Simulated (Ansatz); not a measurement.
# Si(OMe)Me3 (C4H12OSi): the relaxed shape and its frontier levels

What does Si(OMe)Me3 (C4H12OSi) look like as a singlet, and where do its frontier electrons sit?

Program: Ansatz 0.2.0, Gaussian basis. Level of theory: RKS PBE0-D4/def2-TZVP. These are calculated values, not measurements.

Levels to be run: relaxation at r2SCAN-D4/def2-SVP; a single point at PBE0-D4/def2-TZVP.

2 further runs of the same task are left out: 2 set aside as unsound or not needed.

### 1 The system as given

18 atoms, charge 0, spin multiplicity 1.

Atoms are counted from 1 here; the program's logs count them from 0.

Bond lengths: Si1–O2 1.638 Å, Si1–C7 1.911 Å, Si1–C11 1.911 Å, Si1–C15 1.896 Å, O2–C3 1.396 Å, C3–H4 1.093 Å, C3–H5 1.091 Å, C3–H6 1.093 Å, C7–H8 1.087 Å, C7–H9 1.087 Å, C7–H10 1.085 Å, C11–H12 1.087 Å, C11–H13 1.085 Å, C11–H14 1.087 Å, C15–H16 1.085 Å, C15–H17 1.085 Å, C15–H18 1.084 Å. Angles: O2–Si1–C7 111.4°, O2–Si1–C11 111.5°, O2–Si1–C15 101.9°, C7–Si1–C11 108.4°, C7–Si1–C15 111.8°, C11–Si1–C15 111.7°, Si1–O2–C3 128.6°, O2–C3–H4 110.9°, O2–C3–H5 107.9°, O2–C3–H6 111.0°, H4–C3–H5 109.2°, H4–C3–H6 108.7°, H5–C3–H6 109.2°, Si1–C7–H8 111.0°, Si1–C7–H9 111.6°, Si1–C7–H10 111.8°, H8–C7–H9 107.5°, H8–C7–H10 107.5° and more.

The start is a GFN2-xTB geometry.

### 2 Relaxation at r2SCAN-D4/def2-SVP

Contents of in.yaml:

```yaml
crystal:
  periodic: [false, false, false]
  atoms:
    - {symbol: Si, position_ang: [-0.136310, -0.229530, -0.222370]}
    - {symbol: O, position_ang: [-0.126390, -0.186740, 1.415080]}
    - {symbol: C, position_ang: [0.440150, 0.771020, 2.258670]}
    - {symbol: H, position_ang: [1.517880, 0.847170, 2.095040]}
    - {symbol: H, position_ang: [0.255160, 0.462380, 3.288310]}
    - {symbol: H, position_ang: [-0.009090, 1.753030, 2.092650]}
    - {symbol: C, position_ang: [1.637790, -0.254230, -0.931350]}
    - {symbol: H, position_ang: [2.228570, -1.043300, -0.474040]}
    - {symbol: H, position_ang: [2.153860, 0.685540, -0.751710]}
    - {symbol: H, position_ang: [1.641360, -0.424460, -2.002980]}
    - {symbol: C, position_ang: [-1.058640, 1.273400, -0.958040]}
    - {symbol: H, position_ang: [-2.046250, 1.377930, -0.516620]}
    - {symbol: H, position_ang: [-1.190270, 1.178490, -2.031110]}
    - {symbol: H, position_ang: [-0.521480, 2.201720, -0.779000]}
    - {symbol: C, position_ang: [-1.054500, -1.852340, -0.565050]}
    - {symbol: H, position_ang: [-2.047950, -1.845120, -0.129950]}
    - {symbol: H, position_ang: [-0.522770, -2.704030, -0.155030]}
    - {symbol: H, position_ang: [-1.161120, -2.010930, -1.632510]}
basis:
  gaussian: {orbitals: def2-SVP}
hamiltonian: {xc: r2scan, dispersion: d4}
scf: {lower_state_search: "off"}
output: {orbitals: {seedname: orbitals}}
relax: {f_tol: 0.02, max_steps: 100}
```

Launch:

```sh
> ansatz run in.yaml --threads 2 --pin off --events-out ev --progress --plain --max-ram 32768MiB --backend cpu
```

The runs that follow: Single point, PBE0-D4/def2-TZVP.

**Question.** What will the summary of the whole plan be? Wanted: point group; commonest bond, hydrogen aside; HOMO, LUMO at PBE0-D4/def2-TZVP; dipole at r2SCAN-D4/def2-SVP.

**Answer**, as computed:

| quantity | value |
| --- | --- |
| point group | Cs |
| commonest bond, hydrogen aside | C–Si, 3 of mean length 1.875 Å |
| HOMO, LUMO at PBE0-D4/def2-TZVP | -7.58, 0.88 eV |
| dipole at r2SCAN-D4/def2-SVP | 1.08 D |

The molecule keeps its bonding pattern by the stored test; the atoms moved 0.09 Å (rms). No usable vibrations, so a minimum isn't proven. The HOMO lies nearest to O2 49 %; C7, C11 about 10 % each and the LUMO to 4 H atoms about 10 % each; 5 H atoms about 7 % each. The point group is read from a loosely relaxed geometry; soft torsions can leave it below the true symmetry.
